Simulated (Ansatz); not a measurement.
# B2Se3: the cost of one run

Program: Ansatz 0.2.0. Level of theory: DFT PBE, scalar-relativistic, plane waves, PAW. These are calculated values, not measurements.

### 1 The starting structure

The structure is trigonal, space group P-3m1 (No. 164). The conventional cell has a = 4.560 Å, b = 4.560 Å, c = 5.564 Å, α = 90.00°, β = 90.00°, γ = 120.00°. B (site symmetry 3m) has 8 Se at 2.72 to 2.84 Å as nearest neighbours. Se (site symmetry -3m) is surrounded by 6 B at 2.78 Å. Around Se (site symmetry 3m) lie 5 B at 2.72 to 2.84 Å and 3 Se at 3.12 Å.

As a file:

```cif
data_structure
_symmetry_space_group_name_H-M 'P 1'
_symmetry_Int_Tables_number 1
_cell_length_a 4.5599
_cell_length_b 4.5599
_cell_length_c 5.5638
_cell_angle_alpha 90.000
_cell_angle_beta 90.000
_cell_angle_gamma 120.000
_cell_volume 100.19
loop_
_atom_site_label
_atom_site_type_symbol
_atom_site_fract_x
_atom_site_fract_y
_atom_site_fract_z
_atom_site_occupancy
B1 B 0.33333 0.66667 0.83951 1
B2 B 0.66667 0.33333 0.16049 1
Se1 Se 0.00000 0.00000 0.00000 1
Se2 Se 0.33333 0.66667 0.34993 1
Se3 Se 0.66667 0.33333 0.65007 1
```

Recipe of the guess: species swapped into a database cell of Al3Cu2 (P-3m1, No. 164), with Se on the Al sites and B on the Cu sites. The dimensions are guesses.

### 2 The guess as it stands, on a coarse mesh

Contents of input.yaml:

```yaml
crystal:
  lattice:
    - [4.55992316, 0.0, 0.0]
    - [-2.27996158, 3.9490093, 0.0]
    - [0.0, 0.0, 5.56377222]
  atoms:
    - { symbol: B, position: [0.33333333, 0.66666667, 0.83951211] }
    - { symbol: B, position: [0.66666667, 0.33333333, 0.16048789] }
    - { symbol: Se, position: [0.0, 0.0, 0.0] }
    - { symbol: Se, position: [0.33333333, 0.66666667, 0.34992534] }
    - { symbol: Se, position: [0.66666667, 0.33333333, 0.65007466] }
basis:
  ecutwfc: 420
kpoints:
  mp_grid: { grid: [6, 6, 4] }
hamiltonian:
  xc: pbe
scf:
  occupations: { method: gaussian, width: 0.1 }
  lower_state_search: "off"
output:
  forces: true
  stress: true
  eigenvalues: true
```

Started as:

```console
ansatz run input.yaml --threads 1 --pin off --max-ram 2048MiB --backend cpu --events-out ev --progress --plain --runs-dir out
```

What time and memory should one allow on 1 thread of Arm Neoverse V2, shared host?

About 3.4 s, with a peak of 0.36 GiB.
